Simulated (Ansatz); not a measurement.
# F2H4OSSi2: up Jacob's ladder to CCSD(T)

An exercise on one series of results from a longer session: the logs are not shown, and one member is left open.

Computed with Ansatz 0.2.0, Gaussian basis. Level: functionals in def2-TZVPP, the program's frozen cores in correlated methods.

The runs, in order: PBE-D4, r2SCAN-D4, PBE0-D4, B3LYP-D4, ωB97X-V, ωB97M-V, B2PLYP; CCSD(T)/def2-TZVPP; MP2/def2-QZVPP; extrapolation to the limit.

## The geometry

All runs share one geometry, relaxed beforehand with PBE0-D4 in a triple-zeta def2 set.

SMILES `O[SiH2]S[SiH](F)F`, 10 atoms, charge 0, spin multiplicity 1.

Atoms are counted from 1 here; the program's logs count them from 0.

Bond lengths: O1–Si2 1.637 Å, O1–H7 0.959 Å, Si2–S3 2.148 Å, Si2–H8 1.478 Å, Si2–H9 1.481 Å, S3–Si4 2.105 Å, Si4–F5 1.584 Å, Si4–F6 1.583 Å, Si4–H10 1.472 Å. Angles: Si2–O1–H7 118.3°, O1–Si2–S3 112.8°, O1–Si2–H8 105.2°, O1–Si2–H9 112.6°, S3–Si2–H8 110.5°, S3–Si2–H9 103.4°, H8–Si2–H9 112.4°, Si2–S3–Si4 97.3°, S3–Si4–F5 110.8°, S3–Si4–F6 107.8°, S3–Si4–H10 113.8°, F5–Si4–F6 106.5°, F5–Si4–H10 108.0°, F6–Si4–H10 109.7°.

The first run:

The input, in.yaml:

```yaml
crystal:
  periodic: [false, false, false]
  atoms:
    - {symbol: O, position_ang: [-1.915014, 0.445984, 1.031017]}
    - {symbol: Si, position_ang: [-1.175381, -0.802974, 0.273809]}
    - {symbol: S, position_ang: [-0.083515, -0.189392, -1.471599]}
    - {symbol: Si, position_ang: [1.613269, 0.559993, -0.475531]}
    - {symbol: F, position_ang: [2.710688, -0.570036, -0.307215]}
    - {symbol: F, position_ang: [2.256860, 1.680232, -1.390759]}
    - {symbol: H, position_ang: [-2.506654, 1.001639, 0.520653]}
    - {symbol: H, position_ang: [-0.260791, -1.380579, 1.280487]}
    - {symbol: H, position_ang: [-2.137154, -1.798562, -0.253824]}
    - {symbol: H, position_ang: [1.322892, 1.114294, 0.856361]}
basis:
  gaussian: {orbitals: def2-TZVPP}
hamiltonian: {xc: pbe, dispersion: d4}
output: {forces: true, orbitals: {seedname: orbitals}}
```

Started as:

```console
$ ansatz run in.yaml --threads 4 --pin off --events-out ev --progress --plain --max-ram 10444MiB
```

Steps of the session up to this table: PBE-D4 (GGA); r2SCAN-D4 (meta-GGA); PBE0-D4 (hybrid); B3LYP-D4 (hybrid); ωB97X-V (range-separated); ωB97M-V (range-separated); B2PLYP (double hybrid); CCSD(T) in def2-TZVPP; MP2 in def2-QZVPP.

One of the session's tables, all rows but one given; the rest of the session is left out.

```
            method  atomisation energy (eV)
            PBE-D4                        ?
         r2SCAN-D4                   38.848
           PBE0-D4                   38.196
          B3LYP-D4                   38.384
           ωB97X-V                   38.955
           ωB97M-V                   38.893
            B2PLYP                   38.164
     HF/def2-TZVPP                   28.372
    MP2/def2-TZVPP                   38.824
   CCSD/def2-TZVPP                   37.087
CCSD(T)/def2-TZVPP                   37.685
           MP2/CBS                   40.146
       CCSD(T)/CBS                   39.007
```

Q: Estimate the row for PBE-D4 from the others.

As computed: atomisation energy (eV): 38.926. In the column «atomisation energy (eV)» it lies between ωB97M-V (38.893) and ωB97X-V (38.955).

To keep in mind: Free atoms (1 O, 2 Si, 1 S, 2 F, 4 H) were run apart at each level; the atomisation energy is their sum less the molecule, without zero-point or spin-orbit terms.
